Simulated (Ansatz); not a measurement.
# AlH₈NSSi₂: a ladder of functionals and wavefunction methods

An exercise on one series of results from a longer session: the logs are not shown, and one member is left open.

Computed with Ansatz 0.2.0, Gaussian basis. Level: functionals in def2-TZVPP, the program's frozen cores in correlated methods.

The runs, in order: PBE-D4, r2SCAN-D4, PBE0-D4, B3LYP-D4, ωB97X-V, ωB97M-V, B2PLYP; CCSD(T)/def2-TZVPP; MP2/def2-QZVPP; extrapolation to the limit.

## The relaxed structure

The geometry comes from an earlier relaxation with PBE0-D4 in a triple-zeta def2 set; it is a stationary point, not always the lowest conformer.

13 atoms, charge 0, spin multiplicity 1.

Atoms are counted from 1 here; the program's logs count them from 0.

Bond lengths: N1–Si2 1.729 Å, N1–H6 1.006 Å, N1–H7 1.008 Å, Si2–Al3 2.446 Å, Si2–H8 1.492 Å, Si2–H9 1.508 Å, Al3–Si4 2.401 Å, Al3–H10 1.586 Å, Si4–S5 2.281 Å, Si4–H11 1.488 Å, Si4–H12 1.489 Å, S5–H13 1.345 Å. Angles: Si2–N1–H6 119.9°, Si2–N1–H7 120.1°, H6–N1–H7 110.8°, N1–Si2–Al3 112.4°, N1–Si2–H8 107.0°, N1–Si2–H9 114.3°, Al3–Si2–H8 112.9°, Al3–Si2–H9 105.9°, H8–Si2–H9 104.2°, Si2–Al3–Si4 112.6°, Si2–Al3–H10 131.5°, Si4–Al3–H10 115.7°, Al3–Si4–S5 64.6°, Al3–Si4–H11 127.3°, Al3–Si4–H12 124.9°, S5–Si4–H11 104.1°, S5–Si4–H12 101.8°, H11–Si4–H12 107.8° and more.

Set-up of the first run:

File in.yaml:

```yaml
crystal:
  periodic: [false, false, false]
  atoms:
    - {symbol: N, position_ang: [-0.599751, 2.497818, 1.224754]}
    - {symbol: Si, position_ang: [-0.971329, 1.200623, 0.143938]}
    - {symbol: Al, position_ang: [-0.005396, -0.924525, 0.873020]}
    - {symbol: Si, position_ang: [0.270600, -2.481003, -0.933821]}
    - {symbol: S, position_ang: [2.065121, -1.134239, -0.520229]}
    - {symbol: H, position_ang: [0.312306, 2.552593, 1.646791]}
    - {symbol: H, position_ang: [-0.971467, 3.419254, 1.055759]}
    - {symbol: H, position_ang: [-2.457186, 1.148814, 0.017390]}
    - {symbol: H, position_ang: [-0.486715, 1.412217, -1.268809]}
    - {symbol: H, position_ang: [0.361314, -1.471968, 2.315225]}
    - {symbol: H, position_ang: [-0.031195, -2.253032, -2.373348]}
    - {symbol: H, position_ang: [0.872110, -3.836519, -0.804862]}
    - {symbol: H, position_ang: [1.662088, -0.164835, -1.361108]}
basis:
  gaussian: {orbitals: def2-TZVPP}
hamiltonian: {xc: pbe, dispersion: d4}
output: {forces: true, orbitals: {seedname: orbitals}}
```

On the command line:

```
$ ansatz run in.yaml --threads 4 --pin off --events-out ev --progress --plain --max-ram 10444MiB
```

Steps of the session up to this table: PBE-D4 (GGA); r2SCAN-D4 (meta-GGA); PBE0-D4 (hybrid); B3LYP-D4 (hybrid); ωB97X-V (range-separated); ωB97M-V (range-separated); B2PLYP (double hybrid); CCSD(T) in def2-TZVPP; MP2 in def2-QZVPP.

One of the session's tables, all rows but one given; the rest of the session is left out.

It belongs to the step «Atomisation energies». 

```
            method  atomisation energy (kJ/mol)
            PBE-D4                       3843.0
         r2SCAN-D4                       3840.7
           PBE0-D4                       3808.1
          B3LYP-D4                       3828.3
           ωB97X-V                       3876.1
           ωB97M-V                       3849.3
            B2PLYP                       3761.9
     HF/def2-TZVPP                       2744.6
    MP2/def2-TZVPP                       3713.7
   CCSD/def2-TZVPP                       3668.2
CCSD(T)/def2-TZVPP                            ?
           MP2/CBS                       3835.5
       CCSD(T)/CBS                       3843.2
```

Q: Estimate the row for CCSD(T)/def2-TZVPP from the others.

The run gave: atomisation energy (kJ/mol): 3721.4. In the column «atomisation energy (kJ/mol)» it lies between MP2/def2-TZVPP (3713.7) and B2PLYP (3761.9).
